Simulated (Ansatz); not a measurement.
# Be (fcc type): a single-point run

Wanted: a converged single-point run for Be (fcc type), and a check of what comes out.

Method: DFT, PBEsol, PAW with Ansatz's default frozen-core files, scalar-relativistic, in Ansatz 0.2.0.

2 further runs of the same task are left out: 2 that didn't finish. Runs told in other sessions of the task aren't counted.

### Step 1. Starting point

The structure is cubic, space group Fm-3m (No. 225). Conventional cell: a = 2.726 Å, b = 2.726 Å, c = 2.726 Å, α = 90.00°, β = 90.00°, γ = 90.00°. Around Be (site symmetry m-3m) lie 12 Be at 1.93 Å.

Structure file:

```
Be
1.0
     0.00000    1.36308    1.36308
     1.36308    0.00000    1.36308
     1.36308    1.36308    0.00000
Be
1
Direct
  0.00000 0.00000 0.00000
```

### Step 2. The calculation

Input file input.yaml:

```yaml
crystal:
  lattice:
    - [0.0, 1.3630829265, 1.3630829265]
    - [1.3630829265, 0.0, 1.3630829265]
    - [1.3630829265, 1.3630829265, 0.0]
  atoms:
    - { symbol: Be, position: [0.0, 0.0, 0.0] }
kpoints:
  mp_grid: { grid: [23, 23, 23] }
scf:
  occupations: { method: fermi_dirac, width: 0.05 }
  max_iter: 60
hamiltonian:
  xc: pbesol
  pseudopotentials: { kind: paw }
output:
  forces: true
  stress: true
  eigenvalues: true
  populations: true
basis:
  ecutrho_ratio: 1
```

Command:

```console
ansatz run input.yaml --threads 1 --pin off --max-ram 2048MiB --backend cpu --events-out ev --progress --plain --runs-dir out
```

What happens when this is run?

The run converged and reported no error, with warnings (cutoff below recommended). It gives a pressure of 109 GPa, which is large; a structure far from rest gives such values too, whatever the setting.

In the input, basis.ecutrho_ratio is 1. The density grid can't hold the products of the orbitals.

The test: delete basis.ecutrho_ratio (the default then holds).
